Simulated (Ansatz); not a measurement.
This script makes a comparison of norm-conserving and PAW potentials of Sr3Ag, space group Pm-3m with Ansatz 0.2.0 through its Python package.

`sr3ag.py`:
```python
"""Norm-conserving against PAW potentials for Sr3Ag."""

import ansatz as az
import numpy as np

FUNCTIONAL = "PBE"
DISPERSION = "d3bj"
FILLING = "cold"
WIDTH_EV = 0.2
SCF_TOL = 1e-08


def count_gap(report):
    # lowest empty less highest filled band, counting bands; zero where they overlap
    return max(report.get("gap_by_band_count_ev") or 0.0, 0.0)

lattice = az.Lattice.of(
    (5.490875, 0.0, 0.0),
    (0.0, 5.490875, 0.0),
    (0.0, 0.0, 5.490875),
)
sites = [
    ("Sr", (0.0, 0.5, 0.5)),
    ("Sr", (0.5, 0.0, 0.5)),
    ("Sr", (0.5, 0.5, 0.0)),
    ("Ag", (0.0, 0.0, 0.0)),
]
system = az.Crystal(lattice=lattice)
for symbol, position in sites:
    system = system.atom(symbol, position)

calc = (
    system.calculation()
    .functional(FUNCTIONAL, dispersion=DISPERSION)
    .kpoints(4, center="monkhorst-pack")
    .occupations(FILLING, width=WIDTH_EV)
    .scf(tolerance=SCF_TOL)
    .stress()
    .forces()
    .band_table()
)
variants = {
    "PAW": calc.pseudopotentials("paw"),
    "norm-conserving": calc.pseudopotentials("nc"),
}
# totals differ by the cores that each treatment holds, so compare what does not depend on them
rows = []
for label, variant in variants.items():
    report = variant.run(threads=1, pin="off").report
    levels = np.array(report["eigenvalues_ev"][0]) - report["fermi_energy_ev"]
    print(label, "levels at the first k-point near E_F:", np.round(levels[np.abs(levels) < 5], 3))
    rows.append((label, report["n_electrons"], np.trace(report["stress_gpa"]) / 3, count_gap(report)))
print("     treatment  electrons in bands           P GPa  gap by band count eV")
for row in rows:
    print(f"{str(row[0]):>14s}  {row[1]:18.1f}  {row[2]:14.3f}  {row[3]:20.3f}")
```

How well do the two treatments of the cores agree on the pressure?

PAW gives -1.090 GPa and norm-conserving -1.089 GPa, 0.001 GPa apart. They took 1.3 and 5.5 s of processor time.

What the script printed:

`python sr3ag.py` gives:
```text
DeckWarning: basis.ecutwfc = 420 eV, auto-derived from the records' recommended cutoffs: set by Sr (normal level)
DeckWarning: output.stress: scf.convergence.dr2_threshold = 1e-8 eV is looser than the 4e-10 eV advised for a printed stress (1e-10 eV for each atom of the cell: 4). What an SCF threshold leaves in a [...]
PAW levels at the first k-point near E_F: [-4.172 -4.172 -4.149 -4.14  -4.14  -3.971 -1.315  0.025  0.025  0.48
  0.941  0.941  1.369  1.681]
DeckWarning: basis.ecutwfc = 960 eV, auto-derived from the records' recommended cutoffs: set by Ag (normal level)
norm-conserving levels at the first k-point near E_F: [-4.171 -4.171 -4.149 -4.14  -4.14  -3.972 -1.315  0.025  0.025  0.482
  0.943  0.943  1.37   1.681]
     treatment  electrons in bands           P GPa  gap by band count eV
           PAW                49.0          -1.090                 0.000
norm-conserving                49.0          -1.089                 0.000
```
(Warnings from the package without file and line, shortened.)

What to keep in mind:
- The settings weren't tested for convergence.
- The computed bands are complete only to about 1.6 eV above the Fermi level.
- Dispersion corrections can be off by several per cent in the lattices of metals, and by several GPa in the pressure at a fixed cell.
- For a metal this k-point mesh is coarse: on a finer one energies can move by several to tens of meV an atom and pressures by half a GPa or more, differences at one mesh by less.
- A gap by band count of zero or less means overlapping bands, a metal, and at an odd count of electrons it is no gap at all.
- The structure comes from a database of computed cells and needn't be a stable or known phase.
- Levels are Kohn-Sham eigenvalues on this mesh, without spin-orbit coupling.
- Stress is positive in compression.
- Hardware and time: 8.2 s on 1 thread of Intel(R) Xeon(R) Platinum 8488C (Sapphire Rapids) (shared host), peak memory 0.63 GiB.

(A comment or docstring line of the script was reworded after the run, the code is as it ran; lines on the test bed's own set-up are left out of the output.)
